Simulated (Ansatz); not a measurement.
TaWC2:

```
CELL_PARAMETERS angstrom
1.57186 0.90751 5.10162
-1.57186 0.90751 5.10162
0.00000 -1.81502 5.10162
ATOMIC_POSITIONS crystal
W 0.00000 0.00000 0.00000
Ta 0.50000 0.50000 0.50000
C 0.25093 0.25093 0.25093
C 0.74907 0.74907 0.74907
```

The cell comes from a database or a generator and needn't be the stable form of this composition.

Base run:

* Program: Ansatz 0.2.0
* Functional: LDA
* Potentials or basis: Ansatz PAW
* Cutoff: 420 eV (not typed: the program's choice for these potentials)
* k mesh: 10 × 10 × 10
* Occupations: fermi-dirac, width 0.05 eV
* Spin: no spin polarisation
* Hubbard terms: Ta d U = 1 eV, W d U = 1 eV

Its results: band gap on the k mesh none (metal or under the smearing width); pressure -16.2 GPa; largest force 0.050 eV/Å.

After a change of settings the same cell gave: band gap on the k mesh none (metal or under the smearing width); pressure -9.5 GPa; largest force 0.446 eV/Å. Which change was it?
A. hubbard terms from Ta d U = 1 eV, W d U = 1 eV to Ta d U = 8 eV, W d U = 8 eV
B. hubbard terms from Ta d U = 1 eV, W d U = 1 eV to none; hubbard projectors from ortho-atomic (the default) to none
C. hubbard terms from Ta d U = 1 eV, W d U = 1 eV to Ta d U = 6 eV, W d U = 6 eV

A.

Caveats: spin-orbit coupling is left out, which moves the levels of the heavy elements; U without spin polarisation on a metal has little footing; the PAW data sets come from PBE, with cores solved anew for the run's functional, which leaves a small shift of forces and pressure; the U is typed as a test and isn't derived for this compound.
